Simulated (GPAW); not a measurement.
# ZnGaP (P-6m2) in GPAW: a series of runs, part 2 of 3

GPAW 26.7.0.

### Step 3. Relaxation of cell and atoms, PBEsol+D3(BJ)

Contents of run.py:

```python
from ase.calculators.mixing import SumCalculator
from ase.filters import FrechetCellFilter
from ase.io import read, write
from ase.optimize import BFGS
from dftd3.ase import DFTD3
from gpaw import GPAW, PW, setup_paths

setup_paths.insert(0, '.')

atoms = read('POSCAR')

calc = GPAW(mode=PW(600),
            xc='PBEsol',
            kpts={'size': (8, 8, 6), 'gamma': True},
            occupations={'name': 'fermi-dirac', 'width': 0.05},
            nbands=20,
            convergence={'density': 1e-05, 'forces': 0.0001},
            maxiter=150,
            txt='gpaw.txt')
atoms.calc = SumCalculator([calc, DFTD3(method='pbesol', damping='d3bj')])
opt = BFGS(FrechetCellFilter(atoms), trajectory='relax.traj', logfile='-')
done = opt.run(fmax=0.02, steps=60)
calc.write('gs.gpw')
write('result.traj', atoms)
print('Converged:', done)
print('Cell:', atoms.cell.cellpar().round(4))
print('Volume:', round(atoms.get_volume(), 4))
print(atoms.get_scaled_positions().round(5))
```

Contents of POSCAR:

```
ZnGaP
1.0
    4.0159417060      0.0000000000      0.0000000000
   -2.0079708530      3.4779075375      0.0000000000
    0.0000000000      0.0000000000      4.4042000000
Zn Ga P
1 1 1
Direct
    0.0000000000      0.0000000000      0.5000000000
    0.6666666667      0.3333333333      0.0000000000
    0.3333333333      0.6666666667      0.5000000000
```

Potentials or basis: PAW data sets generated in the run's folder for this functional, pw.

On the command line:

```
gpaw-setup -f PBEsol Ga P Zn
OMP_NUM_THREADS=1 python run.py
```

gpaw.txt:

```text
__  _  _
 | _ |_)|_||  |
 |__||  | ||/\| - 26.7.0

Input parameters:
  mode=PW(ecut=600.0),
  convergence={'density': 1e-05, 'forces': 0.0001},
  kpts=MonkhorstPack(size=(8, 8, 6), gamma=True),
  maxiter=150,
  nbands=20,
  occupations=Occupations(name='fermi-dirac', width=0.05),
  xc=XC(name='PBEsol')

Diagonalizing LCAO Hamiltonian
Converting LCAO to pw mode

         P
       Zn

             Ga

Atoms  # Å, Bohr magnetons
|   | symbol |         x |        y |        z |    initial magnetic moments |
|---|--------|-----------|----------|----------|-----------------------------|
| 0 |     Zn |  0.000000 | 0.000000 | 2.202100 | ( 0.0000,  0.0000,  0.0000) |
| 1 |     Ga |  2.007971 | 1.159303 | 0.000000 | ( 0.0000,  0.0000,  0.0000) |
| 2 |      P | -0.000000 | 2.318605 | 2.202100 | ( 0.0000,  0.0000,  0.0000) |

Unit cell  # Å
| periodic |         x |        y |        z |  lengths |     angles |
|----------|-----------|----------|----------|----------|------------|
|      yes |  4.015942 | 0.000000 | 0.000000 | 4.015942 |  90.000000 |
|      yes | -2.007971 | 3.477908 | 0.000000 | 4.015942 |  90.000000 |
|      yes |  0.000000 | 0.000000 | 4.404200 | 4.404200 | 120.000000 |

Number of symmetries: 12
Symmetry operations  # r_c * U_cc + t_c -> r_c
|    | kind |            matrix            |
|----|------|------------------------------|
|  0 |  σ   |  1, 1, 0,  0,-1, 0,  0, 0, 1 |
|  1 |  C2  |  1, 1, 0,  0,-1, 0,  0, 0,-1 |
|  2 |  E   |  1, 0, 0,  0, 1, 0,  0, 0, 1 |
|  3 |  σ   |  1, 0, 0,  0, 1, 0,  0, 0,-1 |
|  4 |  C3  |  0, 1, 0, -1,-1, 0,  0, 0, 1 |
|  5 |  S3  |  0, 1, 0, -1,-1, 0,  0, 0,-1 |
|  6 |  σ   |  0,-1, 0, -1, 0, 0,  0, 0, 1 |
|  7 |  C2  |  0,-1, 0, -1, 0, 0,  0, 0,-1 |
|  8 |  σ   | -1, 0, 0,  1, 1, 0,  0, 0, 1 |
|  9 |  C2  | -1, 0, 0,  1, 1, 0,  0, 0,-1 |
| 10 |  C3  | -1,-1, 0,  1, 0, 0,  0, 0, 1 |
| 11 |  S3  | -1,-1, 0,  1, 0, 0,  0, 0,-1 |
[... 210 lines left out ...]
|         16 |        12.919 |     0.000 |
|         17 |        14.520 |     0.000 |
|        ... |               |           |
|         19 |        14.727 |     0.000 |

No gap
No difference between direct/indirect transitions

Stress tensor  # eV/Ang^3
|        x |        y |        z |
|----------|----------|----------|
| 0.021335 | 0.000000 | 0.000000 |
| 0.000000 | 0.021335 | 0.000000 |
| 0.000000 | 0.000000 | 0.018553 |

Forces  # eV/Ang
|        x |       y |       z |
|----------|---------|---------|
|  0.00000 | 0.00000 | 0.00000 |  # Zn   0
| -0.00000 | 0.00000 | 0.00000 |  # Ga   1
|  0.00000 | 0.00000 | 0.00000 |  # P    2
[... 8 lines left out ...]
Atoms  # Å, Bohr magnetons
|   | symbol |         x |         y |        z |    initial magnetic moments |
|---|--------|-----------|-----------|----------|-----------------------------|
| 0 |     Zn |  0.000000 | -0.000000 | 2.196481 | ( 0.0000,  0.0000,  0.0000) |
| 1 |     Ga |  2.001880 |  1.155786 | 0.000000 | ( 0.0000,  0.0000,  0.0000) |
| 2 |      P | -0.000000 |  2.311572 | 2.196481 | ( 0.0000,  0.0000,  0.0000) |

Unit cell  # Å
| periodic |         x |        y |         z |  lengths |     angles |
|----------|-----------|----------|-----------|----------|------------|
|      yes |  4.003759 | 0.000000 | -0.000000 | 4.003759 |  90.000000 |
|      yes | -2.001880 | 3.467357 |  0.000000 | 4.003759 |  90.000000 |
|      yes | -0.000000 | 0.000000 |  4.392962 | 4.392962 | 120.000000 |

Number of symmetries: 12
Symmetry operations  # r_c * U_cc + t_c -> r_c
|    | kind |            matrix            |
|----|------|------------------------------|
|  0 |  σ   |  1, 1, 0,  0,-1, 0,  0, 0, 1 |
|  1 |  C2  |  1, 1, 0,  0,-1, 0,  0, 0,-1 |
|  2 |  E   |  1, 0, 0,  0, 1, 0,  0, 0, 1 |
|  3 |  σ   |  1, 0, 0,  0, 1, 0,  0, 0,-1 |
|  4 |  C3  |  0, 1, 0, -1,-1, 0,  0, 0, 1 |
|  5 |  S3  |  0, 1, 0, -1,-1, 0,  0, 0,-1 |
|  6 |  σ   |  0,-1, 0, -1, 0, 0,  0, 0, 1 |
|  7 |  C2  |  0,-1, 0, -1, 0, 0,  0, 0,-1 |
|  8 |  σ   | -1, 0, 0,  1, 1, 0,  0, 0, 1 |
|  9 |  C2  | -1, 0, 0,  1, 1, 0,  0, 0,-1 |
| 10 |  C3  | -1,-1, 0,  1, 0, 0,  0, 0, 1 |
| 11 |  S3  | -1,-1, 0,  1, 0, 0,  0, 0,-1 |
[... 238 lines left out ...]
Atoms  # Å, Bohr magnetons
|   | symbol |         x |         y |        z |    initial magnetic moments |
|---|--------|-----------|-----------|----------|-----------------------------|
| 0 |     Zn |  0.000000 | -0.000000 | 2.063057 | ( 0.0000,  0.0000,  0.0000) |
| 1 |     Ga |  1.872772 |  1.081246 | 0.000000 | ( 0.0000,  0.0000,  0.0000) |
| 2 |      P | -0.000000 |  2.162491 | 2.063057 | ( 0.0000,  0.0000,  0.0000) |

Unit cell  # Å
| periodic |         x |        y |         z |  lengths |     angles |
|----------|-----------|----------|-----------|----------|------------|
|      yes |  3.745545 | 0.000000 | -0.000000 | 3.745545 |  90.000000 |
|      yes | -1.872772 | 3.243737 |  0.000000 | 3.745545 |  90.000000 |
|      yes | -0.000000 | 0.000000 |  4.126115 | 4.126115 | 120.000000 |

Number of symmetries: 12
Symmetry operations  # r_c * U_cc + t_c -> r_c
|    | kind |            matrix            |
|----|------|------------------------------|
|  0 |  σ   |  1, 1, 0,  0,-1, 0,  0, 0, 1 |
|  1 |  C2  |  1, 1, 0,  0,-1, 0,  0, 0,-1 |
|  2 |  E   |  1, 0, 0,  0, 1, 0,  0, 0, 1 |
|  3 |  σ   |  1, 0, 0,  0, 1, 0,  0, 0,-1 |
|  4 |  C3  |  0, 1, 0, -1,-1, 0,  0, 0, 1 |
|  5 |  S3  |  0, 1, 0, -1,-1, 0,  0, 0,-1 |
|  6 |  σ   |  0,-1, 0, -1, 0, 0,  0, 0, 1 |
|  7 |  C2  |  0,-1, 0, -1, 0, 0,  0, 0,-1 |
|  8 |  σ   | -1, 0, 0,  1, 1, 0,  0, 0, 1 |
|  9 |  C2  | -1, 0, 0,  1, 1, 0,  0, 0,-1 |
| 10 |  C3  | -1,-1, 0,  1, 0, 0,  0, 0, 1 |
| 11 |  S3  | -1,-1, 0,  1, 0, 0,  0, 0,-1 |
[... 2369 lines left out ...]
Forces  # eV/Ang
|        x |        y |       z |
|----------|----------|---------|
| -0.00000 |  0.00000 | 0.00000 |  # Zn   0
|  0.00000 | -0.00000 | 0.00000 |  # Ga   1
| -0.00000 | -0.00000 | 0.00000 |  # P    2

# Writing to gs.gpw (mode='')
```

stdout:

```text
Step          Energy          fmax
BFGS:    0      -11.284663        0.637997
BFGS:    1      -11.300116        0.603805
BFGS:    2      -11.233242        1.442448
BFGS:    3      -11.387764        0.422980
BFGS:    4      -11.393831        0.355303
BFGS:    5      -11.397419        0.298900
BFGS:    6      -11.404053        0.268446
BFGS:    7      -11.413980        0.264756
BFGS:    8      -11.422058        0.148797
BFGS:    9      -11.424623        0.026645
BFGS:   10      -11.424682        0.003805
Converged: True
Cell: [  3.9305   3.9305   4.0141  90.      90.     120.    ]
Volume: 53.7058
[[0.      1.      0.5    ]
 [0.66667 0.33333 0.     ]
 [0.33333 0.66667 0.5    ]]
```

Wall time 5.4 min (1 thread of Arm Neoverse V1, shared host); peak memory 0.31 GiB.

What came out:

```
Free energy                            : -11.4264 eV
Relaxed volume                         : 17.90 Å³/atom
Relaxed cell                           : a = 3.931 Å, b = 3.931 Å, c = 4.014 Å, α = 90.00°, β = 90.00°, γ = 120.00°
Space group after relaxing (to 0.05 Å) : P-6m2 (No. 187)
Energy gained by relaxing              : 46.7 meV/atom
Ionic steps                            : 11
Pressure after relaxing                : 0.0 GPa
Band gap on the k mesh                 : none (metal or under the smearing width)
Dispersion energy per atom             : -0.311 eV
```

Step by step:
```
step  energy change (eV)  largest force (eV/Å)  pressure (GPa)  volume (Å³)
   1              0.0000                0.0000           -4.72        61.51
   2             -0.0155                0.0000           -4.69        60.99
   3              0.0514                0.0000            9.70        50.13
   4             -0.1031                0.0000           -1.29        56.70
   5             -0.1092                0.0000           -0.28        55.81
   6             -0.1128                0.0000            0.32        55.25
   7             -0.1194                0.0000            0.99        54.50
   8             -0.1293                0.0000            1.39        53.73
   9             -0.1374                0.0000            0.88        53.53
  10             -0.1400                0.0000            0.18        53.64
  11             -0.1400                0.0000            0.03        53.71
```

Final structure:
```
Zn Ga P
1.0
     3.93051    0.00000    0.00000
    -1.96525    3.40392    0.00000
     0.00000    0.00000    4.01415
Zn Ga P
1 1 1
Direct
  0.00000 0.00000 0.50000
  0.66667 0.33333 0.00000
  0.33333 0.66667 0.50000
```

Caveat: the data sets keep Ga 3d, Li 1s and Be 1s frozen, and some such compounds lay over 1.5 % in volume off other programs; later steps reuse the first step's grids; pairwise dispersion overbinds metals, which lowers pressure and volume.

### Step 4. Relaxation of cell and atoms, PBE

Contents of run.py:

```python
from ase.filters import FrechetCellFilter
from ase.io import read, write
from ase.optimize import BFGS
from gpaw import GPAW, PW

atoms = read('POSCAR')

calc = GPAW(mode=PW(600),
            xc='PBE',
            kpts={'size': (8, 8, 6), 'gamma': True},
            occupations={'name': 'fermi-dirac', 'width': 0.05},
            nbands=20,
            convergence={'density': 1e-05, 'forces': 0.0001},
            maxiter=150,
            txt='gpaw.txt')
atoms.calc = calc
opt = BFGS(FrechetCellFilter(atoms), trajectory='relax.traj', logfile='-')
done = opt.run(fmax=0.02, steps=60)
calc.write('gs.gpw')
write('result.traj', atoms)
print('Converged:', done)
print('Cell:', atoms.cell.cellpar().round(4))
print('Volume:', round(atoms.get_volume(), 4))
print(atoms.get_scaled_positions().round(5))
```

POSCAR is that of step 3.

Potentials or basis: GPAW PAW data sets (gpaw-data 1.2.1), pw.

On the command line:

```
OMP_NUM_THREADS=1 python run.py
```

It took 88 s on 1 thread of Arm Neoverse V1, shared host; peak memory 0.26 GiB.

Results (log left out):

| Property | Result |
| --- | --- |
| Free energy | -9.3289 eV |
| Relaxed volume | 20.36 Å³/atom |
| Relaxed cell | a = 4.017 Å, b = 4.017 Å, c = 4.372 Å, α = 90.00°, β = 90.00°, γ = 120.00° |
| Space group after relaxing (to 0.05 Å) | P-6m2 (No. 187) |
| Energy gained by relaxing | 0.1 meV/atom |
| Ionic steps | 3 |
| Pressure after relaxing | 0.1 GPa |
| Band gap on the k mesh | none (metal or under the smearing width) |

The path:
```csv
step,energy change (eV),largest force (eV/Å),pressure (GPa),volume (Å³)
1,0.0000,0.0000,-0.11,61.51
2,0.0000,0.0000,-0.11,61.50
3,-0.0004,0.0000,0.05,61.09
```

Final structure:
```yaml
crystal:
  lattice:
    - [4.01659, 0.00000, 0.00000]
    - [-2.00829, 3.47847, 0.00000]
    - [0.00000, 0.00000, 4.37239]
  atoms:
    - { symbol: Zn, position: [0.00000, 0.00000, 0.50000] }
    - { symbol: Ga, position: [0.66667, 0.33333, 0.00000] }
    - { symbol: P, position: [0.33333, 0.66667, 0.50000] }
```

Levels at points of the mesh, in eV from the Fermi level:
| k point | band 7 | band 8 | band 9 | band 10 | band 11 | band 12 | band 13 | band 14 |
| --- | --- | --- | --- | --- | --- | --- | --- | --- |
| (0.00, 0.00, 0.00) | -3.94 | -2.92 | -0.68 | -0.68 | 2.04 | 2.47 | 2.47 | 5.56 |
| (0.00, 0.00, 0.50) | -7.10 | -0.50 | -0.50 | 0.91 | 1.51 | 4.13 | 4.13 | 4.42 |
| (0.50, 0.50, 0.00) | -6.64 | -2.66 | -2.56 | -0.82 | 1.36 | 1.58 | 2.71 | 4.77 |
| (0.50, 0.50, 0.50) | -5.63 | -4.65 | -3.26 | -2.14 | 1.05 | 1.97 | 2.54 | 6.94 |

Caveat: the data sets keep Ga 3d, Li 1s and Be 1s frozen, and some such compounds lay over 1.5 % in volume off other programs; later steps reuse the first step's grids.

(Continued in part 3 of 3.)
